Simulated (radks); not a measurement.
# Taking charge from the 4s level of Tb⁺ in fractions

An exercise on one series of results from a longer session: the logs are not shown, and one member is left open.

Method: non-relativistic Kohn-Sham, r2SCAN, spin-unpolarised, spherical densities, point nucleus. Code: radks (a radial shooting solver on a logarithmic mesh, Libxc functionals) version 1.

## Starting point

| Item | Value |
| --- | --- |
| element | terbium (Z = 65) |
| charge | +1 |
| electrons | 64 |
| configuration | [Xe] 4f9 6s1 |

Outer shells as boxes (Hund's rule):

Tb⁺
```
[Xe] core
4f [↑↓][↑↓][↑ ][↑ ][↑ ][↑ ][↑ ]
6s [↑ ]
```

Set-up of the first run:

The run's settings:

```text
Z 65
configuration [Xe] 4f9 6s1
relativity non-relativistic
functional r2scan,r2scan
spin unpolarised
nucleus point
```

Steps of the session up to this table: Start: [Xe] 4f9 6s1.

One of the session's tables, all rows but one given; the rest of the session is left out.

It belongs to the step «Start: [Xe] 4f9 6s1». Radial moments (bohr):

| level | <r> | outermost maximum (interpolated) | 90 % within | nodes |
| --- | --- | --- | --- | --- |
| 3d | 0.2176 | 0.178 | 0.338 | 0 |
| 4s | 0.5767 | 0.537 | 0.827 | 3 |
| 4p | ? | ? | ? | ? |
| 4d | 0.6253 | 0.549 | 0.938 | 1 |
| 5s | 1.428 | 1.27 | 2.06 | 4 |
| 5p | 1.611 | 1.39 | 2.36 | 3 |
| 4f | 0.8500 | 0.547 | 1.47 | 0 |
| 6s | 4.112 | 3.66 | 5.93 | 5 |

Estimate the missing values for 4p.

As computed: <r>: 0.5904; outermost maximum (interpolated): 0.542; 90 % within: 0.857; nodes: 2. In the column «<r>» it lies between 4s (0.5767) and 4d (0.6253).
